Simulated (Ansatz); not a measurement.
# CH4ClNSi: the cost of one run

All numbers below are computed with Ansatz 0.2.0 (RKS PBE0/cc-pVDZ).

**1. The system as given**

Bond lengths: N1–C2 1.263 Å, C2–Si3 1.838 Å, C2–Cl4 1.639 Å, N1–H5 1.091 Å, Si3–H6 1.484 Å, Si3–H7 1.478 Å, Si3–H8 1.559 Å. Angles: N1–C2–Si3 121.0°, N1–C2–Cl4 119.8°, Si3–C2–Cl4 119.2°, C2–N1–H5 106.2°, C2–Si3–H6 112.4°, C2–Si3–H7 113.9°, C2–Si3–H8 113.5°, H6–Si3–H7 106.5°, H6–Si3–H8 104.5°, H7–Si3–H8 105.3°.

As a file:

```xyz
8

N    -0.1172    1.4289   -0.9579
C    -0.4699    0.3105   -0.4888
Si    0.5839   -0.5814    0.7250
Cl   -1.8501   -0.3959   -1.0191
H    -0.9143    1.7399   -1.6347
H     1.0556   -1.8905    0.2106
H    -0.0855   -0.8546    2.0138
H     1.8896    0.1861    1.0953
```

**2. Relaxing the start**

Input file input.yaml:

```yaml
crystal:
  periodic: [false, false, false]
  atoms:
    - { symbol: "N", position_ang: [-0.1172, 1.4289, -0.9579] }
    - { symbol: C, position_ang: [-0.4699, 0.3105, -0.4888] }
    - { symbol: Si, position_ang: [0.5839, -0.5814, 0.725] }
    - { symbol: Cl, position_ang: [-1.8501, -0.3959, -1.0191] }
    - { symbol: H, position_ang: [-0.9143, 1.7399, -1.6347] }
    - { symbol: H, position_ang: [1.0556, -1.8905, 0.2106] }
    - { symbol: H, position_ang: [-0.0855, -0.8546, 2.0138] }
    - { symbol: H, position_ang: [1.8896, 0.1861, 1.0953] }
basis:
  gaussian: { orbitals: cc-pVDZ }
hamiltonian:
  xc: pbe0
relax:
  f_tol: 0.02
  max_steps: 40
scf:
  lower_state_search: "off"
```

Command:

```
$ ansatz run input.yaml --threads 1 --pin off --max-ram 2048MiB --backend cpu --events-out ev --progress --plain --runs-dir out
```

What time and memory should one allow on 1 thread of Intel Xeon Platinum 8259CL at 2.50GHz (Skylake/Cascade Lake), shared host?

About 27 s, with a peak of 0.17 GiB.
